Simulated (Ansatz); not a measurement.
# Zr3S2: the cost of one run

Method: DFT PBE, scalar-relativistic, plane waves, PAW, in Ansatz 0.2.0.

1 further run of the same task is left out (it didn't finish).

**1. Starting point**

The structure is trigonal, space group R32 (No. 155). Conventional cell: a = 5.805 Å, b = 5.805 Å, c = 10.463 Å, α = 90.00°, β = 90.00°, γ = 120.00°. Zr (site symmetry 2) has 4 S at 2.61 to 2.62 Å as nearest neighbours. Around S (site symmetry 3) lie 6 Zr at 2.61 to 2.62 Å.

As a file:

```cif
data_structure
_symmetry_space_group_name_H-M 'R32:H'
_symmetry_Int_Tables_number 155
_cell_length_a 5.8051
_cell_length_b 5.8051
_cell_length_c 10.4633
_cell_angle_alpha 90.000
_cell_angle_beta 90.000
_cell_angle_gamma 120.000
_cell_volume 305.36
loop_
_atom_site_label
_atom_site_type_symbol
_atom_site_symmetry_multiplicity
_atom_site_Wyckoff_symbol
_atom_site_fract_x
_atom_site_fract_y
_atom_site_fract_z
_atom_site_occupancy
Zr1 Zr 9 e 0.99461 0.66667 0.16667 1
S1 S 6 c 0.33333 0.66667 0.00164 1
```

This is candidate A: structure listed in a database for this formula (R32, No. 155).

(A quick probe on a coarse mesh, which set the mesh and smearing, is not shown.)

**3. Relaxing cell and atoms (candidate A)**

Contents of input.yaml:

```yaml
crystal:
  lattice:
    - [2.9025379727, 1.6757810799, 3.4877732718]
    - [-2.9025379727, 1.6757810799, 3.4877732718]
    - [0.0, -3.3515621597, 3.4877732718]
  atoms:
    - { symbol: Zr, position: [0.161273, 0.838727, 0.5] }
    - { symbol: Zr, position: [0.5, 0.161273, 0.838727] }
    - { symbol: Zr, position: [0.838727, 0.5, 0.161273] }
    - { symbol: S, position: [0.334977, 0.334977, 0.334977] }
    - { symbol: S, position: [0.665023, 0.665023, 0.665023] }
basis:
  ecutwfc: 420
kpoints:
  mp_grid: { grid: [12, 12, 12] }
hamiltonian:
  xc: pbe
scf:
  occupations: { method: gaussian, width: 0.1 }
output:
  forces: true
  stress: true
  eigenvalues: true
  write_density: true
  write_potential: true
  elf: true
  volumetric_format: npy
relax:
  adjacent_minimum: "off"
  f_tol: 0.01
  max_steps: 80
  cell: { stress_tol: 0.05 }
```

Run with:

```bash
> ansatz run input.yaml --threads 1 --pin off --max-ram 2560MiB --backend cpu --events-out ev --progress --plain --runs-dir out
```

What time and memory should one allow on 1 thread of Intel Xeon 6975P-C (Granite Rapids), shared host?

About 2.1 min, with a peak of 0.73 GiB.
